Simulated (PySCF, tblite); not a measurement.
# C6H15BSi2: geometry, infrared bands and NMR shifts

What infrared bands and NMR shifts should C6H15BSi2 (`CB([SiH2]C[SiH3])[C@H]1[C@@H]2C[C@@H]21`) show?

Programs: tblite 0.8.0 and PySCF 2.14.0, with density-fitted response routines of our own. Each step states its level of theory. These are calculated values for one molecule in the gas phase, unless marked as measured. Atoms count from 0, in the outputs and in this text.

## Step 1: The starting structure

24 atoms, charge 0, multiplicity 1; geometry from: force field or distance geometry start.

Bonds of the start (Å): C0–B1 1.60, B1–Si2 1.94, Si2–C3 1.88, C3–Si4 1.85, B1–C5 1.60, C5–C6 1.52, C6–C7 1.51, C7–C8 1.51, C8–C5 1.52, C8–C6 1.54, C0–H9 1.10, C0–H10 1.11, C0–H11 1.11, Si2–H12 1.47, Si2–H13 1.48, C3–H14 1.12, C3–H15 1.12, Si4–H16 1.47, Si4–H17 1.48, Si4–H18 1.47, C5–H19 1.11, C6–H20 1.12, C7–H21 1.11, C7–H22 1.11, C8–H23 1.11.

## Step 2: Geometry optimisation with GFN2-xTB

The job: settings as JSON, then the geometry in Å.

```
{"job": {"kind": "relax", "xc": "GFN2-xTB", "basis": "xTB"}, "charge": 0, "multiplicity": 1}
C      2.075300    -1.509400     1.070100
B      1.049400    -1.855300    -0.111600
Si    -0.825300    -2.086900     0.313100
C     -1.514700    -0.532900     1.110800
Si    -1.416000     0.908100    -0.047300
C      1.589400    -2.110800    -1.590900
C      0.898700    -1.355400    -2.712900
C      1.903900    -0.763400    -3.674300
C      2.289200    -0.918300    -2.222500
H      3.099800    -1.456400     0.684700
H      1.790800    -0.526300     1.507500
H      2.007600    -2.291700     1.857700
H     -0.988500    -3.208600     1.252000
H     -1.578000    -2.372500    -0.925800
H     -0.931600    -0.306300     2.036100
H     -2.576800    -0.711100     1.408700
H     -2.004900     2.097800     0.587300
H     -2.153300     0.590300    -1.287700
H     -0.007500     1.187200    -0.373300
H      2.049900    -3.082100    -1.865800
H      0.145400    -0.603600    -2.364900
H      2.370000    -1.514400    -4.345600
H      1.683200     0.279800    -3.987900
H      2.165400     0.032800    -1.661500
```

Run with:

```sh
> OMP_NUM_THREADS=1 python probes_run.py task.json out
```

The driver reads the jobs from task.json and runs them one after another.

**Question.** This job is followed by: GFN2-xTB harmonic vibrations, gas phase; GIAO PBE0/pcSseg-1 NMR shielding, non-relativistic, gas phase. What will the session give for the following? strongest single infrared mode (GFN2-xTB); zero-point energy (GFN2-xTB); 13C shifts against TMS (PBE0/pcSseg-1, means over atoms taken as alike); 1H shifts against TMS (PBE0/pcSseg-1, means over atoms taken as alike); 11B shifts against BF3·OEt2 (PBE0/pcSseg-1); 29Si shifts against TMS (PBE0/pcSseg-1).

The runs gave:

| quantity | value |
| --- | --- |
| strongest single infrared mode (GFN2-xTB) | 2109 cm⁻¹, 496 km/mol |
| zero-point energy (GFN2-xTB) | 114.8 kcal/mol |
| 13C shifts against TMS (PBE0/pcSseg-1, means over atoms taken as alike) | 56.3, 37.0, 19.8, 11.7, -15.5 ppm |
| 1H shifts against TMS (PBE0/pcSseg-1, means over atoms taken as alike) | 3.96, 3.86, 2.32, 1.57, 1.39, 0.84, 0.68, -0.16 ppm |
| 11B shifts against BF3·OEt2 (PBE0/pcSseg-1) | 98.9 ppm |
| 29Si shifts against TMS (PBE0/pcSseg-1) | -71.9, -81.3 ppm |

In words: Over 263 steps the energy fell by 1.456 eV; of the close pairs, C6–C8 changed most, 1.538 to 1.463 Å. All 66 modes are real, so the xTB geometry is a minimum. The strongest single mode, at 2109 cm⁻¹, moves mainly H12. Unscaled tight-binding wavenumbers are off by several per cent, some by more. Its intensities can rank the bands wrongly. At PBE0/pcSseg-1: Shielding is most anisotropic at B1 (span 200 ppm, paramagnetic term -194 ppm).
